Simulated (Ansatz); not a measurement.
# ScNb (P-6m2) in Ansatz: further runs

The runs below take ScNb through single point, equation of state, with PBE.

Everything below comes from runs of Ansatz 0.2.0. Logs are shortened: lines on timing, memory, paths and dates and some standing lists are left out, and cuts for length are marked.

## (1) The structure

The structure is hexagonal, space group P-6m2 (No. 187). The conventional cell has a = 3.066 Å, b = 3.066 Å, c = 5.072 Å, α = 90.00°, β = 90.00°, γ = 120.00°. Nb (site symmetry -6m2) has 6 Nb at 3.07 Å and 6 Sc at 3.09 Å as nearest neighbours. Around Sc (site symmetry -6m2) lie 6 Sc at 3.07 Å and 6 Nb at 3.09 Å.

The cell comes from a database or a generator and needn't be the stable form of this composition.

## (2) Single point, PBE, 19.40 Å³/atom (volume scaled by 0.94)

input.yaml reads:

```yaml
crystal:
  lattice:
    - [3.0030626305, 0.0, 0.0]
    - [-1.5015313152, 2.6007285271, 0.0]
    - [0.0, 0.0, 4.9686507831]
  atoms:
    - { symbol: Nb, position: [0.3333333333, 0.6666666667, 0.5] }
    - { symbol: Sc, position: [0.0, 0.0, 0.0] }
hamiltonian:
  xc: pbe
  pseudopotentials: { kind: paw }
kpoints:
  mp_grid: { grid: [10, 10, 5] }
scf:
  occupations: { method: fermi_dirac, width: 0.05 }
output:
  forces: true
  stress: true
  eigenvalues: true
  write_density: true
  write_potential: true
  elf: true
  volumetric_format: npy
```

Potentials or basis: Ansatz PAW.

The run is started by

```bash
> ansatz run input.yaml --threads 2 --pin off --max-ram 5632MiB --backend cpu --events-out ev --progress --plain --runs-dir out
```

Standard output:

```text
Warning: RAYON_NUM_THREADS=2 ignored (pool sized by the plan → 2); use --threads N
Engine: ansatz 0.2.0, aarch64-unknown-linux-gnu
Pseudopotentials: kind: paw
Pseudopotential: Nb, paw, valence charge 13, recommended cutoff 420 eV (normal), Nb.paw.azcp
Pseudopotential: Sc, paw, valence charge 11, recommended cutoff 420 eV (normal), Sc.paw.azcp
Functional definition: PBE
  parameter kappa = 0.804
  parameter beta = 0.06672455060314922
  exchange = pbe_x(kappa = kappa, mu = beta*pi^2/3)
  correlation = pbe_c(beta = beta)
Crystal: 2 atoms, lattice volume = 38.806 Å³
Basis set: ecut = 420 eV, 749 PW (Γ), exchange–correlation on 48×48×72 points (8 copies of the dense FFT grid, shifted against one another)
Bands: 16, of which v1, the nominal top of the filled ones, is band 12 counted from 1 (11 counted from 0)
Symmetry: 12 space group operations
Space group: P-6m2 (ITA 187), of the structure as read, at distance tolerance 3.4e-5 Å
k-points: 42 of 500 (time reversal used)
Non-local potential: Nb, projectors of the file, l = 0: 3, l = 1: 2, l = 2: 2, l = 3: 1
Non-local potential: Sc, projectors of the file, l = 0: 3, l = 1: 2, l = 2: 3, l = 3: 1
PAW form: soft (Blöchl's): semilocal exchange-correlation on the pseudo side does not see the compensation charge
PAW one-centre angular grid: Nb, 590 points (default); XC on 64 Gauss nodes
PAW one-centre angular grid: Sc, 590 points (default); XC on 64 Gauss nodes
Initial density: superposition of atomic densities (neutral atoms: chi_scale 0, normalization atom), corrected by the library's trained network
Initial wavefunctions: pseudopotential atomic-orbital guess
Functional: x = pbe(κ = 0.804, μ = 0.2195149727645171), c = pbe(β = 0.06672455060314922)
SCF iter   1: F=—  HF=-6687.652933 eV  |F-HF|=—  |Δ(HF+E_count)|=         —  Δρ=5.74e-3  dr2=1.97e-2  ethr=1.77e-3  ⟨swp⟩=4.7  Hψ=2844  notcnv=0
preconditioner: auto → none  [metal: Δε(μ)=0.017 eV  Ē_g=3.305 eV  σ=0.050 eV  W_gap=0.09  n_scr=8 (ndim 8)  ℏωp=16.9 eV  f_vac=0.000  D(μ)=2.15/eV (n_scr^D=22)  sad-step TF]
SCF iter   2: F=—  HF=-6687.652289 eV  |F-HF|=—  |Δ(HF+E_count)|=   6.43e-4  Δρ=3.88e-3  dr2=1.34e-2  ethr=8.23e-5  ⟨swp⟩=1.0  Hψ=1008  notcnv=0
SCF iter   3: F=—  HF=-6687.651267 eV  |F-HF|=—  |Δ(HF+E_count)|=   1.02e-3  Δρ=1.30e-3  dr2=2.48e-3  ethr=5.56e-5  ⟨swp⟩=2.0  Hψ=879  notcnv=0
SCF iter   4: F=—  HF=-6687.650991 eV  |F-HF|=—  |Δ(HF+E_count)|=   2.76e-4  Δρ=2.68e-4  dr2=6.19e-5  ethr=1.03e-5  ⟨swp⟩=1.3  Hψ=688  notcnv=0
SCF iter   5: F=—  HF=-6687.650978 eV  |F-HF|=—  |Δ(HF+E_count)|=   1.36e-5  Δρ=7.39e-5  dr2=2.68e-6  ethr=2.58e-7  ⟨swp⟩=1.1  Hψ=675  notcnv=0
SCF iter   6: F=-6687.650977 eV  HF=-6687.650977 eV  |F-HF|=3.68e-8  |Δ(HF+E_count)|=   1.40e-7  Δρ=1.06e-5  dr2=6.34e-8  ethr=4.17e-10  ⟨swp⟩=5.9  Hψ=3737  notcnv=0
SCF 1 converged in 6 iterations: F = -6687.650977 eV  dr2 = 6.34e-8
SCF converged after 6 iterations
Free energy (F): -6687.650977 eV
Harris-Foulkes:  -6687.650977 eV  (|F-HF|=3.68e-8)
Internal energy: -6687.632455 eV  (E = F + TS)
E sigma→0 (E₀):  -6687.641716 eV
Entropy (-TS):   -0.018522 eV (-9.261 meV/atom)
Fermi energy:    14.404346 eV
--- Per-component energies (eV) ---
  E_band       = -222.409860
  E_kinetic    = 657.723286
  E_local      = -1493.401846  (includes V_loc(G=0)·N_el)
  E_nonlocal   = 203.955316
  E_hartree    = 488.282923
  E_xc         = -280.488377
  E_vxc        = -342.940155  (∫ρ·V_xc dr)
  E_paw        = -4029.323556  (= ΣΔE_a)
  E_vpaw       = -224.312717  (= ΣTr[D̂ρ^β])
  E_aug_tail   = 0.000017  (compensation charges beyond the density's cutoff)
  E_ewald      = -2234.380217
  E_smearing   = -0.018522  (= −TS)
  E_closure    = -0.000000  (closes the sum)
  Σ components = -6687.650977   (vs F -6687.650977, Δ=0.00e0)
--- Forces (eV/Å), atoms counted from 1 ---
  atom   1  Nb    -0.00000000    -0.00000000    -0.00000000
  atom   2  Sc     0.00000000     0.00000000     0.00000000
  max |Σ_I F_I| component: 1.85e-17 eV/Å
--- Stress (GPa, compression-positive) ---
        6.902411       0.000000       0.000000
        0.000000       6.902411      -0.000000
        0.000000      -0.000000       6.520661
  P = ⅓ Tr σ = 6.7752 GPa (67.752 kbar)
--- Band table (eV; the first three rows and the last of 42) ---
  k-point 0: bands = ["-40.1524", "-34.4446", "-16.3597", "-15.7344", "-15.7344", "-13.0503", "-12.7567", "-12.7567", "8.6630", "11.4342", "15.0207", "15.0207", "15.4229", "15.4906", "16.5997", "16.5997"]
  k-point 1: bands = ["-40.1521", "-34.4453", "-16.3405", "-15.7341", "-15.7341", "-13.0787", "-12.7572", "-12.7572", "8.9818", "11.3739", "14.6612", "14.9640", "14.9640", "15.5390", "16.2716", "16.2716"]
  k-point 2: bands = ["-40.1518", "-34.4465", "-16.3090", "-15.7336", "-15.7336", "-13.1252", "-12.7580", "-12.7580", "9.7912", "10.9592", "13.8489", "14.8967", "14.8967", "15.3332", "15.9957", "15.9957"]
  k-point 41: bands = ["-40.0202", "-34.3231", "-16.4099", "-16.2454", "-16.1742", "-13.2714", "-13.1468", "-12.9831", "12.5640", "13.0940", "13.3760", "13.6576", "14.1423", "14.9953", "16.4091", "17.0240"]
```

Run time: 1.8 s. Hardware: 2 threads of Arm Neoverse V2, shared host; peak memory 0.33 GiB.

What came out:

```yaml
Free_energy: -6687.6510 eV
Pressure: 6.8 GPa
Band_gap_on_the_k_mesh: none (metal or under the smearing width)
```

## (3) Single point, PBE, 19.82 Å³/atom (volume scaled by 0.96)

input.yaml reads:

```yaml
crystal:
  lattice:
    - [3.0242116557, 0.0, 0.0]
    - [-1.5121058278, 2.6190441202, 0.0]
    - [0.0, 0.0, 5.0036424345]
  atoms:
    - { symbol: Nb, position: [0.3333333333, 0.6666666667, 0.5] }
    - { symbol: Sc, position: [0.0, 0.0, 0.0] }
hamiltonian:
  xc: pbe
  pseudopotentials: { kind: paw }
kpoints:
  mp_grid: { grid: [10, 10, 5] }
scf:
  occupations: { method: fermi_dirac, width: 0.05 }
output:
  forces: true
  stress: true
  eigenvalues: true
```

Potentials or basis: Ansatz PAW.

The run is started by

```bash
> ansatz run input.yaml --threads 2 --pin off --max-ram 5632MiB --backend cpu --events-out ev --progress --plain --runs-dir out
```

Run time: 1.3 s. Hardware: 2 threads of Arm Neoverse V2, shared host; peak memory 0.33 GiB.

Results (log left out):

- Free energy: -6687.6793 eV
- Pressure: 4.3 GPa
- Band gap on the k mesh: none (metal or under the smearing width)

## (4) Single point, PBE, 20.23 Å³/atom (volume scaled by 0.98)

Changes to input.yaml since step 3:

```diff
@@ -2,5 +2,5 @@
   lattice:
-    - [3.0242116557, 0.0, 0.0]
-    - [-1.5121058278, 2.6190441202, 0.0]
-    - [0.0, 0.0, 5.0036424345]
+    - [3.0450689469, 0.0, 0.0]
+    - [-1.5225344734, 2.6371070642, 0.0]
+    - [0.0, 0.0, 5.0381514038]
   atoms:
@@ -19 +19,5 @@
   eigenvalues: true
+  write_density: true
+  write_potential: true
+  elf: true
+  volumetric_format: npy
```

The run is started by

```bash
> ansatz run input.yaml --threads 2 --pin off --max-ram 5632MiB --backend cpu --events-out ev --progress --plain --runs-dir out
```

It took 1.9 s on 2 threads of Arm Neoverse V2, shared host; peak memory 0.34 GiB.

It converged, with:

- Free energy: -6687.6953 eV
- Pressure: 2.0 GPa
- Band gap on the k mesh: none (metal or under the smearing width)

## (5) Single point, PBE, 20.64 Å³/atom

Changes to input.yaml since step 4:

```diff
@@ -2,5 +2,5 @@
   lattice:
-    - [3.0450689469, 0.0, 0.0]
-    - [-1.5225344734, 2.6371070642, 0.0]
-    - [0.0, 0.0, 5.0381514038]
+    - [3.0656443612, 0.0, 0.0]
+    - [-1.5328221806, 2.6549258957, 0.0]
+    - [0.0, 0.0, 5.072194]
   atoms:
```

The run is started by

```bash
> ansatz run input.yaml --threads 2 --pin off --max-ram 5632MiB --backend cpu --events-out ev --progress --plain --runs-dir out
```

Wall time 2 s (2 threads of Arm Neoverse V2, shared host); peak memory 0.34 GiB.

It converged, with:

```yaml
Free_energy: -6687.6999 eV
Pressure: -0.2 GPa
Band_gap_on_the_k_mesh: none (metal or under the smearing width)
```

## (6) Single point, PBE, 21.05 Å³/atom (volume scaled by 1.02)

Changes to input.yaml since step 5:

```diff
@@ -2,5 +2,5 @@
   lattice:
-    - [3.0656443612, 0.0, 0.0]
-    - [-1.5328221806, 2.6549258957, 0.0]
-    - [0.0, 0.0, 5.072194]
+    - [3.0859472334, 0.0, 0.0]
+    - [-1.5429736167, 2.6725086988, 0.0]
+    - [0.0, 0.0, 5.1057856677]
   atoms:
```

Potentials or basis: Ansatz PAW.

The run is started by

```bash
> ansatz run input.yaml --threads 2 --pin off --max-ram 5632MiB --backend cpu --events-out ev --progress --plain --runs-dir out
```

It took 2 s on 2 threads of Arm Neoverse V2, shared host; peak memory 0.34 GiB.

Results (log left out):

| Item | Value |
| --- | --- |
| Free energy | -6687.6940 eV |
| Pressure | -2.1 GPa |
| Band gap on the k mesh | none (metal or under the smearing width) |

## (7) Single point, PBE, 21.47 Å³/atom (volume scaled by 1.04)

input.yaml reads:

```yaml
crystal:
  lattice:
    - [3.1059864133, 0.0, 0.0]
    - [-1.5529932067, 2.6898631377, 0.0]
    - [0.0, 0.0, 5.1389410491]
  atoms:
    - { symbol: Nb, position: [0.3333333333, 0.6666666667, 0.5] }
    - { symbol: Sc, position: [0.0, 0.0, 0.0] }
hamiltonian:
  xc: pbe
  pseudopotentials: { kind: paw }
kpoints:
  mp_grid: { grid: [10, 10, 5] }
scf:
  occupations: { method: fermi_dirac, width: 0.05 }
output:
  forces: true
  stress: true
  eigenvalues: true
```

The run is started by

```bash
> ansatz run input.yaml --threads 2 --pin off --max-ram 5632MiB --backend cpu --events-out ev --progress --plain --runs-dir out
```

Wall time 1.4 s (2 threads of Arm Neoverse V2, shared host); peak memory 0.33 GiB.

Results (log left out):

```yaml
Free_energy: -6687.6786 eV
Pressure: -3.9 GPa
Band_gap_on_the_k_mesh: none (metal or under the smearing width)
```

## (8) Single point, PBE, 21.88 Å³/atom (volume scaled by 1.06)

Changes to input.yaml since step 7:

```diff
@@ -2,5 +2,5 @@
   lattice:
-    - [3.1059864133, 0.0, 0.0]
-    - [-1.5529932067, 2.6898631377, 0.0]
-    - [0.0, 0.0, 5.1389410491]
+    - [3.1257702997, 0.0, 0.0]
+    - [-1.5628851498, 2.7069964858, 0.0]
+    - [0.0, 0.0, 5.1716740402]
   atoms:
```

The run is started by

```bash
> ansatz run input.yaml --threads 2 --pin off --max-ram 5632MiB --backend cpu --events-out ev --progress --plain --runs-dir out
```

It took 1.4 s on 2 threads of Arm Neoverse V2, shared host; peak memory 0.33 GiB.

Results (log left out):

```yaml
Free_energy: -6687.6545 eV
Pressure: -5.5 GPa
Band_gap_on_the_k_mesh: none (metal or under the smearing width)
```

## (9) Equation of state, PBE

Potentials or basis: Ansatz PAW.

No new run: the results of the series are fitted here.

Results:

```
Equilibrium volume                        : 20.61 Å³/atom
Bulk modulus at fixed shape and positions : 102 GPa
Pressure derivative of the bulk modulus   : 3.4
```

Energy against volume, from the lowest point:
| volume (Å³/atom) | energy (meV/atom) |
| --- | --- |
| 19.403 | 24.46 |
| 19.816 | 10.28 |
| 20.229 | 2.29 |
| 20.641 | 0.00 |
| 21.054 | 2.93 |
| 21.467 | 10.64 |
| 21.880 | 22.70 |

Caveat: the cell was scaled at fixed shape and fractional positions, which overstates the stiffness of a crystal with free parameters, most of all of layers and chains.
